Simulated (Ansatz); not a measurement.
**C3H8SSi: how energies converge with the basis set**

One table from this session's results is given with a row withheld; the runs are named, their logs left out.

Program: Ansatz 0.2.0, Gaussian basis. Level of theory: one geometry, several basis sets. These are calculated values, not measurements.

Levels to be run: PBE0-D4/def2-SVP; ωB97M-V/def2-SVP; PBE0-D4/def2-QZVPP; ωB97M-V/def2-QZVPP; the functionals' def2-TZVPP values are taken from earlier runs.

### The geometry

An earlier PBE0-D4 in a triple-zeta def2 set relaxation fixed the geometry.

SMILES `C=CS[SiH2]C`, 13 atoms, charge 0, spin multiplicity 1.

Atoms are counted from 1 here; the program's logs count them from 0.

Bond lengths: C1–C2 1.326 Å, C1–H6 1.084 Å, C1–H7 1.084 Å, C2–S3 1.759 Å, C2–H8 1.086 Å, S3–Si4 2.141 Å, Si4–C5 1.863 Å, Si4–H9 1.489 Å, Si4–H10 1.488 Å, C5–H11 1.093 Å, C5–H12 1.092 Å, C5–H13 1.092 Å. Angles: C2–C1–H6 122.0°, C2–C1–H7 120.3°, H6–C1–H7 117.7°, C1–C2–S3 123.2°, C1–C2–H8 120.8°, S3–C2–H8 115.9°, C2–S3–Si4 99.8°, S3–Si4–C5 107.4°, S3–Si4–H9 107.9°, S3–Si4–H10 110.7°, C5–Si4–H9 112.0°, C5–Si4–H10 111.0°, H9–Si4–H10 107.8°, Si4–C5–H11 110.1°, Si4–C5–H12 110.8°, Si4–C5–H13 110.9°, H11–C5–H12 108.1°, H11–C5–H13 108.5° and more.

Set-up of the first run:

Input file in.yaml:

```yaml
crystal:
  periodic: [false, false, false]
  atoms:
    - {symbol: C, position_ang: [-0.845467, 2.500764, 1.690784]}
    - {symbol: C, position_ang: [-0.551259, 1.709603, 0.667598]}
    - {symbol: S, position_ang: [0.690687, 0.466153, 0.737812]}
    - {symbol: Si, position_ang: [-0.112963, -0.930223, -0.672731]}
    - {symbol: C, position_ang: [1.213164, -2.190296, -1.025141]}
    - {symbol: H, position_ang: [-0.369893, 2.389607, 2.658421]}
    - {symbol: H, position_ang: [-1.573644, 3.294791, 1.575182]}
    - {symbol: H, position_ang: [-1.039936, 1.838879, -0.294098]}
    - {symbol: H, position_ang: [-0.503887, -0.173891, -1.894701]}
    - {symbol: H, position_ang: [-1.336322, -1.580760, -0.130706]}
    - {symbol: H, position_ang: [0.845692, -2.933765, -1.736713]}
    - {symbol: H, position_ang: [1.505316, -2.711720, -0.111062]}
    - {symbol: H, position_ang: [2.099012, -1.713942, -1.449545]}
basis:
  gaussian: {orbitals: def2-SVP}
hamiltonian: {xc: pbe0, dispersion: d4}
output: {orbitals: {seedname: orbitals}}
```

Steps of the session up to this table: PBE0-D4 in def2-SVP; ωB97M-V in def2-SVP; PBE0-D4 in def2-QZVPP; ωB97M-V in def2-QZVPP.

One table of the session follows, with a row left open; its other results are not shown here.

It belongs to the step «Density functionals: the series». 

```
functional       basis  HOMO (eV)  LUMO (eV)
   PBE0-D4    def2-SVP      -6.49       0.06
   PBE0-D4  def2-TZVPP      -6.57      -0.22
   PBE0-D4  def2-QZVPP      -6.59      -0.30
   ωB97M-V    def2-SVP          ?          ?
   ωB97M-V  def2-TZVPP      -8.67       1.74
   ωB97M-V  def2-QZVPP      -8.70       1.41
```

Estimate the missing values for ωB97M-V, def2-SVP.

The run gave: HOMO (eV): -8.56; LUMO (eV): 2.20. In the column «HOMO (eV)» it lies between ωB97M-V, def2-TZVPP (-8.67) and PBE0-D4, def2-QZVPP (-6.59).
